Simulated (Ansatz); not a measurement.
# Si23C25: the cost of one run

Computed with Ansatz 0.2.0 (DFT, PBE, plane-wave PAW, default files, scalar-relativistic, as far as a step names no other, unless a step's input says otherwise).

## 1. The system as given

Symmetry: P1, No. 1, triclinic system. The conventional cell has a = 6.152 Å, b = 8.138 Å, c = 10.096 Å, α = 90.00°, β = 90.00°, γ = 100.89°. C (site symmetry 1) is surrounded by 4 C at 1.87 to 1.94 Å. Around Si (site symmetry 1) lie 4 C at 1.87 to 1.94 Å. Only part of the 48 independent sites is listed.

As a file:

```
CELL_PARAMETERS angstrom
6.15200 0.00000 0.00000
-4.61400 7.99168 0.00000
0.00000 0.00000 10.09600
ATOMIC_POSITIONS crystal
C 0.16667 0.22222 0.00000
Si 0.16667 0.22222 0.50000
Si 0.16667 0.55556 0.00000
Si 0.16667 0.55556 0.50000
Si 0.16667 0.88889 0.00000
Si 0.16667 0.88889 0.50000
Si 0.66667 0.22222 0.00000
Si 0.66667 0.22222 0.50000
Si 0.66667 0.55556 0.00000
Si 0.66667 0.55556 0.50000
Si 0.66667 0.88889 0.00000
Si 0.66667 0.88889 0.50000
Si 0.33333 0.11111 0.25000
Si 0.33333 0.11111 0.75000
Si 0.33333 0.44444 0.25000
Si 0.33333 0.44444 0.75000
Si 0.33333 0.77778 0.25000
Si 0.33333 0.77778 0.75000
Si 0.83333 0.11111 0.25000
Si 0.83333 0.11111 0.75000
Si 0.83333 0.44444 0.25000
Si 0.83333 0.44444 0.75000
Si 0.83333 0.77778 0.25000
Si 0.83333 0.77778 0.75000
C 0.16667 0.22222 0.19250
C 0.16667 0.22222 0.69250
C 0.16667 0.55556 0.19250
C 0.16667 0.55556 0.69250
C 0.16667 0.88889 0.19250
C 0.16667 0.88889 0.69250
C 0.66667 0.22222 0.19250
C 0.66667 0.22222 0.69250
C 0.66667 0.55556 0.19250
C 0.66667 0.55556 0.69250
C 0.66667 0.88889 0.19250
C 0.66667 0.88889 0.69250
C 0.33333 0.11111 0.44250
C 0.33333 0.11111 0.94250
C 0.33333 0.44444 0.44250
C 0.33333 0.44444 0.94250
C 0.33333 0.77778 0.44250
C 0.33333 0.77778 0.94250
C 0.83333 0.11111 0.44250
C 0.83333 0.11111 0.94250
C 0.83333 0.44444 0.44250
C 0.83333 0.44444 0.94250
C 0.83333 0.77778 0.44250
C 0.83333 0.77778 0.94250
```

Atom 1 of the input is the impurity.

## 2. Single point at the given positions

File input.yaml:

```yaml
crystal:
  lattice:
    - [6.152, 0.0, 0.0]
    - [-4.614, 7.991682426, 0.0]
    - [0.0, 0.0, 10.096]
  atoms:
    - { symbol: C, position: [0.1666666666, 0.2222222222, 0.0] }
    - { symbol: Si, position: [0.1666666666, 0.2222222222, 0.5] }
    - { symbol: Si, position: [0.1666666666, 0.5555555556, 0.0] }
    - { symbol: Si, position: [0.1666666666, 0.5555555556, 0.5] }
    - { symbol: Si, position: [0.1666666666, 0.8888888889, 0.0] }
    - { symbol: Si, position: [0.1666666666, 0.8888888889, 0.5] }
    - { symbol: Si, position: [0.6666666666, 0.2222222222, 0.0] }
    - { symbol: Si, position: [0.6666666666, 0.2222222222, 0.5] }
    - { symbol: Si, position: [0.6666666666, 0.5555555556, 0.0] }
    - { symbol: Si, position: [0.6666666666, 0.5555555556, 0.5] }
    - { symbol: Si, position: [0.6666666666, 0.8888888889, 0.0] }
    - { symbol: Si, position: [0.6666666666, 0.8888888889, 0.5] }
    - { symbol: Si, position: [0.3333333334, 0.1111111111, 0.25] }
    - { symbol: Si, position: [0.3333333334, 0.1111111111, 0.75] }
    - { symbol: Si, position: [0.3333333334, 0.4444444444, 0.25] }
    - { symbol: Si, position: [0.3333333334, 0.4444444444, 0.75] }
    - { symbol: Si, position: [0.3333333334, 0.7777777778, 0.25] }
    - { symbol: Si, position: [0.3333333334, 0.7777777778, 0.75] }
    - { symbol: Si, position: [0.8333333334, 0.1111111111, 0.25] }
    - { symbol: Si, position: [0.8333333334, 0.1111111111, 0.75] }
    - { symbol: Si, position: [0.8333333334, 0.4444444444, 0.25] }
    - { symbol: Si, position: [0.8333333334, 0.4444444444, 0.75] }
    - { symbol: Si, position: [0.8333333334, 0.7777777778, 0.25] }
    - { symbol: Si, position: [0.8333333334, 0.7777777778, 0.75] }
    - { symbol: C, position: [0.1666666666, 0.2222222222, 0.1925] }
    - { symbol: C, position: [0.1666666666, 0.2222222222, 0.6925] }
    - { symbol: C, position: [0.1666666666, 0.5555555556, 0.1925] }
    - { symbol: C, position: [0.1666666666, 0.5555555556, 0.6925] }
    - { symbol: C, position: [0.1666666666, 0.8888888889, 0.1925] }
    - { symbol: C, position: [0.1666666666, 0.8888888889, 0.6925] }
    - { symbol: C, position: [0.6666666666, 0.2222222222, 0.1925] }
    - { symbol: C, position: [0.6666666666, 0.2222222222, 0.6925] }
    - { symbol: C, position: [0.6666666666, 0.5555555556, 0.1925] }
    - { symbol: C, position: [0.6666666666, 0.5555555556, 0.6925] }
    - { symbol: C, position: [0.6666666666, 0.8888888889, 0.1925] }
    - { symbol: C, position: [0.6666666666, 0.8888888889, 0.6925] }
    - { symbol: C, position: [0.3333333334, 0.1111111111, 0.4425] }
    - { symbol: C, position: [0.3333333334, 0.1111111111, 0.9425] }
    - { symbol: C, position: [0.3333333334, 0.4444444444, 0.4425] }
    - { symbol: C, position: [0.3333333334, 0.4444444444, 0.9425] }
    - { symbol: C, position: [0.3333333334, 0.7777777778, 0.4425] }
    - { symbol: C, position: [0.3333333334, 0.7777777778, 0.9425] }
    - { symbol: C, position: [0.8333333334, 0.1111111111, 0.4425] }
    - { symbol: C, position: [0.8333333334, 0.1111111111, 0.9425] }
    - { symbol: C, position: [0.8333333334, 0.4444444444, 0.4425] }
    - { symbol: C, position: [0.8333333334, 0.4444444444, 0.9425] }
    - { symbol: C, position: [0.8333333334, 0.7777777778, 0.4425] }
    - { symbol: C, position: [0.8333333334, 0.7777777778, 0.9425] }
kpoints:
  mp_grid: { grid: [4, 3, 2] }
scf:
  occupations: { method: fermi_dirac, width: 0.01 }
hamiltonian:
  xc: pbe
  pseudopotentials: { kind: paw }
output:
  forces: true
  stress: true
  populations: true
  efg: { contact_densities: true }
```

On the command line:

```bash
$ ansatz run input.yaml --threads 1 --pin off --max-ram 3072MiB --backend cpu --events-out ev --progress --plain --runs-dir out
```

**Question.** How long does this run take on 1 thread of Arm Neoverse V1, shared host, and how much memory does it need?

About 3.2 min, with a peak of 1.2 GiB.
